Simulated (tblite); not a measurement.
# C6H7AlFN: the cost of one run

The runs use tblite 0.8.0 and PySCF 2.14.0, with density-fitted response routines of our own; the level of theory stands in each step. All values are computed, except where a source is named. Atoms count from 0, in the outputs and in this text.

### 1 The starting structure

16 atoms, charge 0, multiplicity 1; geometry from: force field or distance geometry start.

Bonds of the start (Å): C0–C1 1.34, C1–Al2 1.98, Al2–F3 1.81, C1–N4 1.44, N4–C5 1.35, C5–C6 1.38, C6–C7 1.38, C7–C8 1.38, C8–N4 1.36, C0–H9 1.07, C0–H10 1.09, Al2–H11 1.59, C5–H12 1.09, C6–H13 1.08, C7–H14 1.07, C8–H15 1.08.

### 2 Relaxing the molecule with GFN2-xTB

The job: settings as JSON, then the geometry in Å.

```
{"job": {"kind": "relax", "xc": "GFN2-xTB", "basis": "xTB"}, "charge": 0, "multiplicity": 1}
C     -1.612200    -1.559000     0.414300
C     -1.143300    -0.322000     0.203400
Al    -2.435900     1.175600     0.157200
F     -4.203800     0.861500     0.361800
N      0.274900    -0.095400     0.050600
C      0.924000     1.065800     0.265400
C      2.271800     0.919700    -0.016500
C      2.449500    -0.382200    -0.425400
C      1.204800    -0.985500    -0.383900
H     -0.971900    -2.415800     0.489700
H     -2.686200    -1.728200     0.536100
H     -1.943400     2.667800    -0.107200
H      0.464000     1.978000     0.639400
H      3.042900     1.672800     0.073400
H      3.367900    -0.841200    -0.735600
H      0.989400    -2.002900    -0.661600
```

The run is started by

```
$ OMP_NUM_THREADS=1 python probes_run.py task.json out
```

The driver reads the jobs from task.json and runs them one after another.

**Question.** How long does this first job take on 1 thread of Arm Neoverse N1, shared host, and how much memory does it need?

About 1.6 s, with a peak of 0.18 GiB.
